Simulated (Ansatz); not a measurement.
# ClW: the cost of one run

Method: def2-QZVPP, core rule «outside noble gas», up to 9 orbitals frozen; program: Ansatz 0.2.0, Gaussian basis.

Plan: UHF; ROHF; CCSD(T) on UHF.

## 1. The system

The geometry is a PBE0/def2-TZVP stationary point (not a proven minimum). No spin-orbit coupling is included. Elements past krypton take def2 core potentials.

2 atoms, charge 1, spin multiplicity 5.

Atoms are counted from 1 here; the program's logs count them from 0.

Bond lengths: W1–Cl2 2.156 Å.

Geometry (Å):

```
atom   x (Å)   y (Å)   z (Å)
  W1  0.0000  0.0000  0.0000
 Cl2  0.0000  0.0000  2.1562
```

## 2. UHF

File in.yaml:

```yaml
crystal:
  periodic: [false, false, false]
  atoms:
    - {symbol: W, position_ang: [0.000000, 0.000000, 0.000000]}
    - {symbol: Cl, position_ang: [0.000000, 0.000000, 2.156200]}
basis:
  gaussian: {orbitals: "def2-QZVPP.json"}
total_charge: 1
magnetization: {spin_polarized: true, initial_magnetization: 4}
hamiltonian: {xc: hf}
output: {orbitals: {seedname: orbitals}}
```

Command:

```sh
$ ansatz run in.yaml --threads 1 --pin off --events-out ev --progress --plain --max-ram 4096MiB --backend cpu
```

What time and memory should one allow on 1 thread of AMD EPYC 7R13, shared host?

About 23 s, with a peak of 0.39 GiB.
